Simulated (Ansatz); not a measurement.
Born–Oppenheimer molecular dynamics of a periodic cell of 17 atoms, K₅Ni₄O₈ (host K3Ni2O4, host structure Cmcm, one K atom removed). It starts from an unrelaxed structure (largest force component 1.70 eV/Å).

All numbers below come from DFT PBEsol, scalar-relativistic, plane waves, PAW in Ansatz 0.2.0. Settings: accuracy low, cutoff 420 eV, k mesh 2x2x1, fermi-dirac smearing 0.05 eV, spin collinear.

```yaml
ensemble: NVE (velocity Verlet)
time_step: 1 fs
steps_asked: 130
starting_velocities_drawn_for: 910 K
seed: 681081
```

First frame:

```xyz
17
Lattice="3.0502 -4.5652 0.0000 3.0502 4.5652 0.0000 0.0000 0.0000 10.6656" Properties=species:S:1:pos:R:3
K 3.050 1.854 2.666
K 3.050 -1.854 7.999
K 3.050 -1.378 0.754
K 3.050 1.378 6.087
K 3.050 -1.378 4.579
Ni 0.000 0.000 0.000
Ni 0.000 0.000 5.333
Ni 3.050 -3.967 2.666
Ni 3.050 3.967 7.999
O 4.854 -0.619 9.425
O 1.247 0.619 4.092
O 4.854 0.619 1.240
O 1.247 -0.619 6.573
O 1.247 0.619 1.240
O 4.854 -0.619 6.573
O 1.247 -0.619 9.425
O 4.854 0.619 4.092
```

Problem. What does the run give?

Solution. All steps were run.

```yaml
steps_done: 130
time_covered: 130 fs
mean_temperature_over_the_second_half: 780 K
spread_of_the_potential_energy_over_the_second_half: 13.5 meV per atom
mean_potential_energy_of_the_second_half_above_the_start: 15.4 meV per atom
```

The conserved energy stayed within 0.56 meV per atom of its start (net change -0.51 meV per atom), so the integration is sound. A run of 0.13 ps of so small a system gives no equilibrium averages. No Hubbard correction was used and the magnetic state wasn't searched. Limits of this set-up: coarse k mesh, a small cell, in which the defect meets its images, a typed lattice constant that wasn't relaxed here, low accuracy level.

Problem. What happens to the structure?

Solution. Mean squared displacements from the first frame to the last, about the centre of mass: K 0.18 Å², Ni 0.07 Å², O 0.23 Å². This is one draw of velocities; another would differ in detail.

Problem. How do temperature and energy run in time?

Solution. 
```tsv
time (fs)	T (K)	potential energy less start (eV)	conserved less start (meV/atom)
0	910	0.000	0.00
4	864	0.094	0.00
8	802	0.223	-0.01
12	712	0.410	0.00
16	606	0.628	0.03
20	549	0.748	0.05
24	581	0.681	0.02
28	652	0.532	-0.02
32	711	0.410	-0.04
36	667	0.503	-0.02
40	570	0.703	0.01
44	484	0.880	-0.09
48	453	0.944	-0.08
52	473	0.901	-0.10
56	506	0.833	-0.12
60	523	0.798	-0.12
64	526	0.792	-0.10
68	540	0.758	-0.49
72	587	0.660	-0.49
76	668	0.491	-0.50
80	762	0.298	-0.52
84	833	0.151	-0.54
88	840	0.136	-0.55
92	782	0.255	-0.51
96	734	0.355	-0.47
100	760	0.301	-0.49
104	824	0.169	-0.53
108	863	0.088	-0.52
112	889	0.036	-0.50
116	890	0.033	-0.50
120	901	0.010	-0.52
124	886	0.040	-0.54
128	809	0.199	-0.53
```

The run took 29 min on 2 threads of Intel(R) Xeon(R) Platinum 8488C (Sapphire Rapids), on a shared host, peak memory 1.2 GiB.
